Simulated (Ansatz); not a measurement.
# SiGeH3 (doublet): wave-function methods side by side, cc-pVDZ

One table from this session's results is given with a row withheld; the runs are named, their logs left out.

Computed with Ansatz 0.2.0, Gaussian basis. Level: cc-pVDZ, core rule «outside noble gas», up to 19 orbitals frozen.

The runs, in order: UHF; CCSD(T) on ROHF; CCSD(T) on UHF; BCCD(T) on ROHF; CISD; CCSDT(Q) on ROHF; CCSDT(Q) on UHF.

20 further runs of the same task are left out: 5 that didn't finish, 15 set aside as unsound or not needed.

## The geometry

The geometry is a PBE0/def2-TZVP stationary point (not a proven minimum). No spin-orbit coupling is included. The filled d shell of Ge may be among the frozen orbitals whatever the setting's name suggests; the logs give the count.

5 atoms, charge 0, spin multiplicity 2.

Atoms are counted from 1 here; the program's logs count them from 0.

Bond lengths: Si1–Ge2 2.323 Å, Si1–H3 1.524 Å, Ge2–H4 1.547 Å, Ge2–H5 1.546 Å. Angles: Ge2–Si1–H3 89.7°, Si1–Ge2–H4 127.4°, Si1–Ge2–H5 123.9°, H4–Ge2–H5 106.5°.

Set-up of the first run:

Input file in.yaml:

```yaml
crystal:
  periodic: [false, false, false]
  atoms:
    - {symbol: Si, position_ang: [-0.029136, 0.091097, 1.686343]}
    - {symbol: Ge, position_ang: [0.012867, -0.015562, -0.633584]}
    - {symbol: H, position_ang: [0.234107, -1.409018, 1.752329]}
    - {symbol: H, position_ang: [-0.326649, -1.233564, -1.525626]}
    - {symbol: H, position_ang: [-0.022892, 1.225734, -1.554392]}
basis:
  gaussian: {orbitals: cc-pVDZ}
magnetization: {spin_polarized: true, initial_magnetization: 1}
hamiltonian: {xc: hf}
output: {orbitals: {seedname: orbitals}}
```

Launch:

```console
ansatz run in.yaml --threads 1 --pin off --events-out ev --progress --plain --max-ram 2393MiB
```

Among the steps run: UHF; CCSD(T) on ROHF; CCSD(T) on UHF; BCCD(T) on ROHF; CISD; CCSDT(Q) on ROHF; CCSDT(Q) on UHF.

One of the session's tables, all rows but one given; the rest of the session is left out.

It belongs to the step «Misses and costs». 

```
   method  from UCCSDT(Q) (meV)
     ROHF               +6012.3
      UHF               +5845.0
     RMP2               +1381.0
     UMP2               +1467.1
     CISD                +769.4
    RCCSD                +242.9
    UCCSD                +240.4
 RCCSD(T)                 +55.9
 UCCSD(T)                 +58.3
  BCCD(T)                 +54.6
   RCCSDT                     ?
   UCCSDT                 +11.5
RCCSDT(Q)                  +1.5
UCCSDT(Q)                     0
```

Estimate the missing values for RCCSDT.

The run gave: from UCCSDT(Q) (meV): +12.5. In the column «from UCCSDT(Q) (meV)» it lies between UCCSDT (+11.5) and BCCD(T) (+54.6).

With the free atoms at the same levels and basis (separate runs), the atomisation energy is 10.526 eV at UCCSDT(Q), 10.501 eV at RCCSD(T), 10.488 eV at UCCSD(T), 8.046 eV at ROHF.

To keep in mind: Restricted and unrestricted rows rest on different reference determinants; where their highest levels disagree by more than a few hundredths of an eV, they describe different states and don't form one ladder.
